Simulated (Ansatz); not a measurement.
**CH6B2O (SMILES BB(C)O) at HF/STO-3G**

What is the electronic atomisation energy of CH6B2O at HF/STO-3G? 

The results are computed with Ansatz 0.2.0.

69 further runs of the same task are left out: 69 set aside as unsound or not needed.

**1. The molecule**

The species is CH6B2O (10 atoms), meant as a singlet with charge 0. SMILES: `BB(C)O`. The shape is that of a PBE0-D4/def2-TZVP optimisation. This is one conformer, not always the lowest.

Bond lengths: B1–B2 1.681 Å, B2–C3 1.575 Å, B2–O4 1.367 Å, B1–H5 1.201 Å, B1–H6 1.200 Å, C3–H7 1.093 Å, C3–H8 1.094 Å, C3–H9 1.097 Å, O4–H10 0.959 Å. Some angles: B1–B2–C3 118.7°, B1–B2–O4 125.5°, C3–B2–O4 115.8°, B2–B1–H5 121.9°, B2–B1–H6 122.5°, B2–C3–H7 113.8°, B2–C3–H8 111.5°, B2–C3–H9 108.5°, B2–O4–H10 114.4°, H5–B1–H6 115.4°.

**2. The energy at HF/STO-3G**

job.yaml reads:

```yaml
crystal:
  periodic: [false, false, false]
  atoms:
    - {symbol: B, position_ang: [-1.157400, 0.826800, -0.622100]}
    - {symbol: B, position_ang: [0.289400, 0.045900, -0.271000]}
    - {symbol: C, position_ang: [0.377300, -0.834700, 1.032200]}
    - {symbol: O, position_ang: [1.432600, 0.117800, -1.017900]}
    - {symbol: H, position_ang: [-2.010400, 0.312100, -1.292200]}
    - {symbol: H, position_ang: [-1.440400, 1.898900, -0.162200]}
    - {symbol: H, position_ang: [-0.546500, -1.371000, 1.265900]}
    - {symbol: H, position_ang: [1.200400, -1.552500, 0.975700]}
    - {symbol: H, position_ang: [0.572700, -0.174500, 1.886700]}
    - {symbol: H, position_ang: [1.365300, 0.679800, -1.792300]}
basis:
  gaussian: {orbitals: STO-3G}
hamiltonian: {xc: hf}
accuracy: high
output: {orbitals: {seedname: orbitals}}
```

Started as:

```
$ ansatz run job.yaml --threads 1 --pin off --max-ram 3480MiB --events-out events.jsonl --progress --plain --runs-dir runs
```

The log of the run:

```text
Warning: RAYON_NUM_THREADS=1 ignored (pool sized by the plan → 1); use --threads N
Functional definition: HF
  name "HF"
  exchange = exact_x
  correlation = 0
530 factors; integrals over basis functions are off by at most 3.7e-8 eV
mean field evaluation 1: about -4447.1683 eV, gradient 2.3e1 eV
mean field evaluation 2: about -4447.2806 eV, gradient 2.3e1 eV
mean field evaluation 4: about -4449.2247 eV, gradient 1.9e0 eV
mean field evaluation 8: about -4449.2386 eV, gradient 8.6e-5 eV
mean field -4449.23856885 eV, -163.5065016029 hartree, gradient 1.7e-8 eV, S^2 0.000000; 0 other end points of the search recorded, 0 dependent functions left out
reference -4449.23856885 eV, -163.5065016029 hartree; 15, 15 occupied and 11, 11 virtual orbitals, 530 factors
Total energy: -4449.23856885 eV, -163.5065016029 hartree
```

Run time: 0.18 s. Hardware: 1 thread of Arm Neoverse V2, shared host.

**3. The B atom, same level**

job.yaml reads:

```yaml
basis:
  gaussian:
    orbitals: STO-3G
crystal:
  periodic: [false, false, false]
  atoms:
    - {symbol: B, position_ang: [0.000000, 0.000000, 0.000000]}
magnetization:
  spin_polarized: true
  initial_magnetization: 1
hamiltonian:
  xc: hf
accuracy: high
```

Run the same way, it converges to -24.14899 Eh (log not shown).

**4. The C atom, same level**

molecule.yaml reads:

```yaml
crystal:
  periodic: [false, false, false]
  atoms:
    - {symbol: C, position_ang: [0.000000, 0.000000, 0.000000]}
basis:
  gaussian: {orbitals: STO-3G}
magnetization: {spin_polarized: true, initial_magnetization: 2}
hamiltonian: {xc: hf}
accuracy: high
```

Run the same way, it converges to -37.19839 Eh (log not shown).

**5. The H atom, same level**

run.yaml reads:

```yaml
crystal:
  periodic: [false, false, false]
  atoms:
    - {symbol: H, position_ang: [0.000000, 0.000000, 0.000000]}
basis:
  gaussian:
    orbitals: STO-3G
magnetization:
  spin_polarized: true
  initial_magnetization: 1
hamiltonian:
  xc: hf
accuracy: high
```

Started as:

```
$ ansatz run run.yaml --threads 1 --pin off --max-ram 3480MiB --events-out events.jsonl --progress --plain --runs-dir runs
```

The log of the run:

```text
Warning: RAYON_NUM_THREADS=1 ignored (pool sized by the plan → 1); use --threads N
[... 4 set-up lines as earlier in the session ...]
1 factors; integrals over basis functions are off by at most 4.6e-10 eV
mean field evaluation 1: about -12.6963 eV, gradient 0.0e0 eV
mean field evaluation 2: about -12.6963 eV, gradient 0.0e0 eV
mean field -12.69633895 eV, -0.4665818504 hartree, gradient 0.0e0 eV, S^2 0.750000; 0 other end points of the search recorded, 0 dependent functions left out
reference -12.69633895 eV, -0.4665818504 hartree; 1, 0 occupied and 0, 1 virtual orbitals, 1 factors
Total energy: -12.69633895 eV, -0.4665818504 hartree
```

Run time: 0.02 s. Hardware: 1 thread of Arm Neoverse V2, shared host.

**6. The O atom at the same level**

input.yaml reads:

```yaml
crystal:
  periodic: [false, false, false]
  atoms:
    - {symbol: O, position_ang: [0.000000, 0.000000, 0.000000]}
basis:
  gaussian: {orbitals: STO-3G}
magnetization: {spin_polarized: true, initial_magnetization: 2}
hamiltonian: {xc: hf}
accuracy: high
```

Started as:

```
$ ansatz run input.yaml --threads 1 --pin off --max-ram 3480MiB --events-out events.jsonl --progress --plain --runs-dir runs
```

The log of the run:

```text
Warning: RAYON_NUM_THREADS=1 ignored (pool sized by the plan → 1); use --threads N
[... 4 set-up lines as earlier in the session ...]
15 factors; integrals over basis functions are off by at most 1.1e-9 eV
mean field evaluation 1: about -2008.3132 eV, gradient 1.7e-14 eV
mean field evaluation 2: about -2008.3132 eV, gradient 0.0e0 eV
mean field -2008.31323932 eV, -73.8041502613 hartree, gradient 0.0e0 eV, S^2 2.000000; 2 other end points of the search recorded, 0 dependent functions left out
reference -2008.31323932 eV, -73.8041502613 hartree; 5, 3 occupied and 0, 2 virtual orbitals, 15 factors
Total energy: -2008.31323932 eV, -73.8041502613 hartree
```

Run time: 0.04 s. Hardware: 1 thread of Arm Neoverse V2, shared host.

**7. What came out**

Level: HF/STO-3G.

| quantity | value |
| --- | --- |
| molecule: total energy | -163.50650 Eh |
| molecule: HOMO energy | -9.10 eV |
| molecule: LUMO energy | 6.66 eV |
| molecule: HOMO–LUMO gap | 15.76 eV |
| B atom: total energy | -24.14899 Eh |
| B atom: ⟨S²⟩ | 0.750 |
| C atom: total energy | -37.19839 Eh |
| C atom: ⟨S²⟩ | 2.000 |
| H atom: total energy | -0.46658 Eh |
| H atom: ⟨S²⟩ | 0.750 |
| O atom: total energy | -73.80415 Eh |
| O atom: ⟨S²⟩ | 2.000 |
| electronic atomisation energy | 38.273 eV |

In words: Taking the molecule apart into free atoms costs 38.27 eV (3693 kJ/mol), before zero-point energy and without spin-orbit coupling. Hartree–Fock lacks the correlation of the bonding pairs, which as a rule makes this value much too low; in minimal bases other errors can mask that. In a minimal basis such a difference can be off by several eV, whatever the method.
